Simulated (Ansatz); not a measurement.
# CsCdCl3: the cost of one run

Computed with Ansatz 0.2.0 (DFT LDA, scalar-relativistic, plane waves, PAW, unless a step's input says otherwise).

## 1. The structure to begin with

Symmetry: Pm-3m, No. 221, cubic system. The conventional cell has a = 5.200 Å, b = 5.200 Å, c = 5.200 Å, α = 90.00°, β = 90.00°, γ = 90.00°. Cs (site symmetry m-3m) is surrounded by 12 Cl at 3.68 Å. Cd (site symmetry m-3m) is surrounded by 6 Cl at 2.60 Å. Cl (site symmetry 4/mmm) is surrounded by 2 Cd at 2.60 Å and 4 Cs at 3.68 Å.

As a file:

```cif
data_structure
_symmetry_space_group_name_H-M 'Pm-3m'
_symmetry_Int_Tables_number 221
_cell_length_a 5.2000
_cell_length_b 5.2000
_cell_length_c 5.2000
_cell_angle_alpha 90.000
_cell_angle_beta 90.000
_cell_angle_gamma 90.000
_cell_volume 140.61
loop_
_atom_site_label
_atom_site_type_symbol
_atom_site_symmetry_multiplicity
_atom_site_Wyckoff_symbol
_atom_site_fract_x
_atom_site_fract_y
_atom_site_fract_z
_atom_site_occupancy
Cs1 Cs 1 a 0.00000 0.00000 0.00000 1
Cd1 Cd 1 b 0.50000 0.50000 0.50000 1
Cl1 Cl 3 c 0.00000 0.50000 0.50000 1
```

No relaxation comes first: the listed cell is the starting point.

## 2. The reference cell

Reference values: F = -16762.4266 eV; pressure -1.90 GPa; largest force 0.000 eV/Å; gap on the mesh 1.51 eV. It was computed beforehand with the settings of the runs below.

## 3. Setting up biaxial against axial strain

The cell is strained by p along both x and y and by q along z, with fractional coordinates fixed.

## 4. Point p = -0.030, q = -0.030

File input.yaml:

```yaml
crystal:
  lattice:
    - [5.044, 0.0, 0.0]
    - [0.0, 5.044, 0.0]
    - [0.0, 0.0, 5.044]
  atoms:
    - { symbol: Cs, position: [0.0, 0.0, 0.0] }
    - { symbol: Cd, position: [0.5, 0.5, 0.5] }
    - { symbol: Cl, position: [0.0, 0.5, 0.5] }
    - { symbol: Cl, position: [0.5, 0.0, 0.5] }
    - { symbol: Cl, position: [0.5, 0.5, 0.0] }
basis:
  ecutwfc: 420
kpoints:
  mp_grid: { grid: [6, 6, 6] }
hamiltonian:
  xc: lda
scf:
  occupations: { method: gaussian, width: 0.05 }
output:
  forces: true
  stress: true
  eigenvalues: true
```

The run is started by

```bash
ansatz run input.yaml --threads 1 --pin off --max-ram 2560MiB --backend cpu --events-out ev --progress --plain --runs-dir out
```

Q: Estimate wall time and peak memory on 1 thread of Arm Neoverse V1, shared host.

About 5.3 s, with a peak of 0.38 GiB.
